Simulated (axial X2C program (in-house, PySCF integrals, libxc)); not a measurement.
# NGeN⁺: bond lengths and stretches, held linear

An exercise on one series of results from a longer session: the logs are not shown, and one member is left open.

The runs use an in-house X2C program for linear molecules on PySCF integrals; all-electron X2C, two-component (2c) or spin-free, N dyall-av3z, Ge dyall-v3z.

All values are calculated.

2 further runs of the same task are left out: 2 set aside as unsound or not needed.

The first run:

task.json reads:

```json
{"zs": [7, 32, 7], "q": 1, "bas": ["dyall-av3z", "dyall-v3z", "dyall-av3z"], "r0": [1.71, 1.71], "symm": 1, "scan": ["PBE0", "HF", "LDA"], "levels": ["PBE0", "HF", "r2SCAN"], "nst": 2}
```

Keys: zs atomic numbers; q charge; bas basis sets; r0 starting distance in Å; symm equal bonds; scan levels of the two-bond scan; levels methods; nst determinants followed.

Started as:

```
$ python solin.py task.json out
```

Masses N 14.003, Ge 73.921, N 14.003 u.

Among the steps run: Scan at PBE0, 2c; Scan at LDA, 2c; Scan at PBE0, spin-free.

One table of the session follows, with a row left open; its other results are not shown here.

```
          level  lower stretch (cm⁻¹)  upper stretch (cm⁻¹)
       PBE0, 2c                     ?                     ?
        LDA, 2c                 629.4                 662.4
PBE0, spin-free                 537.4                 650.0
 LDA, spin-free                 628.4                 662.7
```

**Question.** Estimate the row for PBE0, 2c.

As computed: lower stretch (cm⁻¹): 545.1; upper stretch (cm⁻¹): 649.0. In the column «lower stretch (cm⁻¹)» it lies between PBE0, spin-free (537.4) and LDA, spin-free (628.4).

Scans not shown above were run alike.

To keep in mind: The molecule was held linear; bending was not examined, so a bent shape may lie lower. Note: functional without a current term on a determinant with orbital currents, of the molecule or an atom.
